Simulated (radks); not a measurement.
**The Coulomb parameter U of the 4d shell of Tc³⁺**

Aim: U as the second difference [E(n + 0.25) + E(n − 0.25) − 2E(n)]/0.25², with all orbitals relaxed. Bare: the atom's charge changes with n. Screened: the 5p shell takes up the change. The start is a model configuration, not necessarily the ground state.

Program: radks (a radial shooting solver on a logarithmic mesh, Libxc functionals) version 1. Level of theory: Dirac Kohn-Sham, LDA (Slater exchange, Perdew-Wang correlation), spin-unpolarised, spherical densities, finite nucleus; open shells are shared between the two j in proportion to 2j + 1. These are calculated values, not measurements, unless marked.

### Step 1. Starting point

* element: technetium (Z = 43)
* charge: +3
* electrons: 40
* configuration: [Kr] 4d2.5 5p1.5
* nuclear rms radius: 4.4112 fm

### Step 2. Start: [Kr] 4d2.5 5p1.5

Input:

```text
Z 43
configuration [Kr] 4d2.5 5p1.5
relativity Dirac
functional lda,pw
spin unpolarised
j_filling average
nucleus finite rms 4.4112 fm
c 137.035999084
```

The run is started by

```sh
$ python run_ks.py task.json out
```

All runs below come from this command, one after another.

### Step 3. Bare +0.25: [Kr] 4d2.75 5p1.5

Settings, as their differences from step 2:

```diff
@@ -1,3 +1,3 @@
 Z 43
-configuration [Kr] 4d2.5 5p1.5
+configuration [Kr] 4d2.75 5p1.5
 relativity Dirac
```

### Step 4. Bare -0.25: [Kr] 4d2.25 5p1.5

Settings, as their differences from step 3:

```diff
@@ -1,3 +1,3 @@
 Z 43
-configuration [Kr] 4d2.75 5p1.5
+configuration [Kr] 4d2.25 5p1.5
 relativity Dirac
```

### Step 5. Screened +0.25: [Kr] 4d2.75 5p1.25

Settings, as their differences from step 4:

```diff
@@ -1,3 +1,3 @@
 Z 43
-configuration [Kr] 4d2.25 5p1.5
+configuration [Kr] 4d2.75 5p1.25
 relativity Dirac
```

### Step 6. Screened -0.25: [Kr] 4d2.25 5p1.75

Settings, as their differences from step 5:

```diff
@@ -1,3 +1,3 @@
 Z 43
-configuration [Kr] 4d2.75 5p1.25
+configuration [Kr] 4d2.25 5p1.75
 relativity Dirac
```

Before running it: what results should come out?

As calculated:

| quantity | value (eV) |
| --- | --- |
| U, bare | 13.770 |
| U, screened by 5p | 2.719 |

**Reading.** Letting 5p compensate leaves 20 % of the bare value; this second difference measures U(4d,4d) + U(5p,5p) − 2U(4d,5p). A solid screens further than the bare atom, so the bare value is an upper guide for the U of a crystal.
